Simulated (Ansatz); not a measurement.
# One shape, several levels: SnO (tin(ii) oxide)

We compute a comparison of 5 runs (UB3LYP/STO-3G, UPBE/STO-3G, UPBE0/STO-3G, MP2/STO-3G, UMP2/STO-3G) of SnO (tin(ii) oxide). 

The calculation is run with Ansatz 0.2.0.

55 further runs of the same task are left out: 20 that didn't finish, 35 set aside as unsound or not needed.

## Step 1: The system as given

SnO has 2 atoms, charge 0, and is taken as a singlet. SMILES: `[O]=[Sn]`. The Sn2–O1 distance was set to 2.255 Å, away from the relaxed value.

Bond lengths: O1–Sn2 2.255 Å.

## Step 2: A single-point energy at UB3LYP/STO-3G (run 1)

Contents of run.yaml:

```yaml
crystal:
  periodic: [false, false, false]
  atoms:
    - {symbol: O, position_ang: [0.000000, 0.000000, -0.450920]}
    - {symbol: Sn, position_ang: [0.000000, 0.000000, 1.803580]}
basis:
  gaussian: {orbitals: STO-3G}
magnetization: {spin_polarized: true, initial_magnetization: 0}
hamiltonian: {xc: {name: B3LYP}}
accuracy: high
```

The run is started by

```console
ansatz run run.yaml --threads 1 --pin off --max-ram 2610MiB --events-out events.jsonl --progress --plain --runs-dir runs
```

What it wrote:

```text
Warning: RAYON_NUM_THREADS=1 ignored (pool sized by the plan → 1); use --threads N
Functional definition: B3LYP
  name "B3LYP"
  parameter a0 = 0.2
  parameter ax = 0.72
  parameter ac = 0.81
  exchange = (1 - a0 - ax)*slater_x + ax*b88_x + a0*exact_x
  correlation = (1 - ac)*vwn_rpa_c + ac*lyp_c
557 factors; integrals over basis functions are off by at most 5.0e-9 eV
mean field evaluation 1: about -164325.3841 eV, gradient 3.2e1 eV
mean field evaluation 2: about -164182.8296 eV, gradient 5.9e1 eV
mean field evaluation 4: about -164309.8377 eV, gradient 3.3e1 eV
mean field evaluation 8: about -164339.1947 eV, gradient 2.9e-1 eV
mean field evaluation 16: about -164339.4534 eV, gradient 5.2e-1 eV
mean field evaluation 32: about -164307.3115 eV, gradient 6.0e1 eV
mean field evaluation 64: about -164335.0081 eV, gradient 3.0e0 eV
mean field evaluation 96: about -164338.0171 eV, gradient 1.3e1 eV
mean field -164339.45796104 eV, -6039.3636867829 hartree, gradient 1.8e-8 eV, S^2 0.745578; 6 other end points of the search recorded, 0 dependent functions left out
reference -164339.45798441 eV, -6039.3636876415 hartree; 29, 29 occupied and 3, 3 virtual orbitals, 557 factors
Total energy: -164339.45798441 eV, -6039.3636876415 hartree
```

Wall time 13 s (1 thread of Arm Neoverse V2, shared host); peak memory 0.15 GiB.

## Step 3: The energy at UPBE/STO-3G (run 2)

Contents of in.yaml:

```yaml
crystal:
  periodic: [false, false, false]
  atoms:
    - symbol: O
      position_ang: [0.000000, 0.000000, -0.450920]
    - symbol: Sn
      position_ang: [0.000000, 0.000000, 1.803580]
basis:
  gaussian: {orbitals: STO-3G}
hamiltonian: {xc: pbe}
accuracy: high
magnetization: {spin_polarized: true, initial_magnetization: 0}
```

The run is started by

```console
ansatz run in.yaml --threads 1 --pin off --max-ram 2610MiB --events-out events.jsonl --progress --plain --runs-dir runs
```

What it wrote:

```text
Warning: RAYON_NUM_THREADS=1 ignored (pool sized by the plan → 1); use --threads N
Functional definition: PBE
  name "PBE"
  parameter kappa = 0.804
  parameter beta = 0.06672455060314922
  exchange = pbe_x(kappa = kappa, mu = beta*pi^2/3)
  correlation = pbe_c(beta = beta)
557 factors; integrals over basis functions are off by at most 5.0e-9 eV
mean field evaluation 1: about -164308.9970 eV, gradient 3.2e1 eV
mean field evaluation 2: about -164160.6332 eV, gradient 5.2e1 eV
mean field evaluation 4: about -164284.8741 eV, gradient 3.1e1 eV
mean field evaluation 8: about -164321.6408 eV, gradient 1.6e-2 eV
mean field evaluation 16: about -164321.6150 eV, gradient 1.4e0 eV
mean field evaluation 32: about -164319.7440 eV, gradient 2.0e0 eV
mean field -164321.63539434 eV, -6038.7087195371 hartree, gradient 1.2e-8 eV, S^2 0.343432; 4 other end points of the search recorded, 0 dependent functions left out
reference -164321.63539587 eV, -6038.7087195935 hartree; 29, 29 occupied and 3, 3 virtual orbitals, 557 factors
Total energy: -164321.63539587 eV, -6038.7087195935 hartree
```

It took 4.5 s on 1 thread of Arm Neoverse V2, shared host; peak memory 0.12 GiB.

## Step 4: The energy at UPBE0/STO-3G (run 3)

Contents of input.yaml:

```yaml
crystal:
  periodic: [false, false, false]
  atoms:
    - symbol: O
      position_ang: [0.000000, 0.000000, -0.450920]
    - symbol: Sn
      position_ang: [0.000000, 0.000000, 1.803580]
basis:
  gaussian: {orbitals: STO-3G}
magnetization: {spin_polarized: true, initial_magnetization: 0}
hamiltonian: {xc: pbe0}
accuracy: high
```

The run is started by

```console
ansatz run input.yaml --threads 1 --pin off --max-ram 2610MiB --events-out events.jsonl --progress --plain --runs-dir runs
```

What it wrote:

```text
Warning: RAYON_NUM_THREADS=1 ignored (pool sized by the plan → 1); use --threads N
Functional definition: PBE0
  name "PBE0"
  parameter a = 0.25
[... 2 set-up lines as earlier in the session ...]
  exchange = (1 - a)*pbe_x(kappa = kappa, mu = beta*pi^2/3) + a*exact_x
[... 1 set-up line as earlier in the session ...]
557 factors; integrals over basis functions are off by at most 5.0e-9 eV
mean field evaluation 1: about -164316.1871 eV, gradient 3.2e1 eV
mean field evaluation 2: about -164176.2713 eV, gradient 6.1e1 eV
mean field evaluation 4: about -164303.1868 eV, gradient 3.3e1 eV
mean field evaluation 8: about -164329.7763 eV, gradient 2.8e-1 eV
mean field evaluation 16: about -164329.7521 eV, gradient 2.1e-8 eV
mean field evaluation 32: about -164330.1949 eV, gradient 1.0e-3 eV
mean field evaluation 64: about -164330.1872 eV, gradient 2.7e-8 eV
mean field -164330.19490327 eV, -6039.0232756884 hartree, gradient 4.2e-8 eV, S^2 0.860457; 8 other end points of the search recorded, 0 dependent functions left out
reference -164330.19490445 eV, -6039.0232757317 hartree; 29, 29 occupied and 3, 3 virtual orbitals, 557 factors
Total energy: -164330.19490445 eV, -6039.0232757317 hartree
```

It took 9.3 s on 1 thread of Arm Neoverse V2, shared host; peak memory 0.15 GiB.

Run 4 isn't shown in full; the table further down has it.

## Step 5: A single-point energy at UMP2/STO-3G (run 5)

Contents of in.yaml:

```yaml
crystal:
  periodic: [false, false, false]
  atoms:
    - {symbol: O, position_ang: [0.000000, 0.000000, -0.450920]}
    - {symbol: Sn, position_ang: [0.000000, 0.000000, 1.803580]}
basis:
  gaussian:
    orbitals: STO-3G
accuracy: high
correlation:
  method: mp2
  frozen_orbitals: {O: 1, Sn: 18}
magnetization:
  spin_polarized: true
  initial_magnetization: 0
```

The run is started by

```console
ansatz run in.yaml --threads 1 --pin off --max-ram 2610MiB --events-out events.jsonl --progress --plain --runs-dir runs
```

What it wrote, cut to the lines that bear on the results:

```text
Warning: RAYON_NUM_THREADS=1 ignored (pool sized by the plan → 1); use --threads N
Functional definition: HF
  name "HF"
[...]
557 factors; integrals over basis functions are off by at most 5.0e-9 eV
[...]
mean field -164276.45282626 eV, -6037.0482907862 hartree, gradient 2.5e-8 eV, S^2 1.208475; 15 other end points of the search recorded, 0 dependent functions left out
19 core orbitals not correlated: weight in the atoms' cores, before any rotation towards them, 1.000 or more for the frozen orbitals, at most 0.000 for the correlated occupied ones
reference -164276.45282626 eV, -6037.0482907862 hartree; 10, 10 occupied and 3, 3 virtual orbitals, 557 factors
second order -0.78354570 eV of doubles, -0.00000000 eV of singles
Total energy: -164277.23637197 eV, -6037.0770855596 hartree
```

Run time: 3.9 s. Hardware: 1 thread of Arm Neoverse V2, shared host; peak memory 0.11 GiB.

## Step 6: All runs side by side

| run | level | frozen core orbitals | energy (Eh) | ⟨S²⟩ | wall time |
| --- | --- | --- | --- | --- | --- |
| 1 | UB3LYP/STO-3G | – | -6039.363688 | 0.746 | 13 s |
| 2 | UPBE/STO-3G | – | -6038.708720 | 0.343 | 4.5 s |
| 3 | UPBE0/STO-3G | – | -6039.023276 | 0.860 | 9.3 s |
| 4 | MP2/STO-3G | 19 | -6037.057300 | – | 1.7 s |
| 5 | UMP2/STO-3G | 19 | -6037.077086 | 1.208 | 3.9 s |

## Step 7: Outcome

| quantity | value |
| --- | --- |
| run 5: total energy | -6037.07709 Eh |
| run 5: correlation energy (19 core orbitals frozen) | -28.8 mEh |
| run 5: ⟨S²⟩ of the reference determinant | 1.208 |

In words: Totals of different functionals can't be ranked against each other. In run 4 the log says that unrestricted orbitals would lower the reference, so the values rest on an unstable closed-shell determinant (other closed-shell runs at this shape may share the fault). In runs 1, 2, 3, 4, 5 the basis is minimal, so the values are rough. In runs 1, 2, 3, 4, 5 relativity is left out where basis or elements ask for it. Spin contamination of the reference: run 5 ⟨S²⟩ = 1.21, run 3 ⟨S²⟩ = 0.86, run 1 ⟨S²⟩ = 0.75, run 2 ⟨S²⟩ = 0.34. Where it is this large, the reference is a mixture of spin states, and values that rest on it are in doubt. All runs together took 32 s, the longest 13 s.
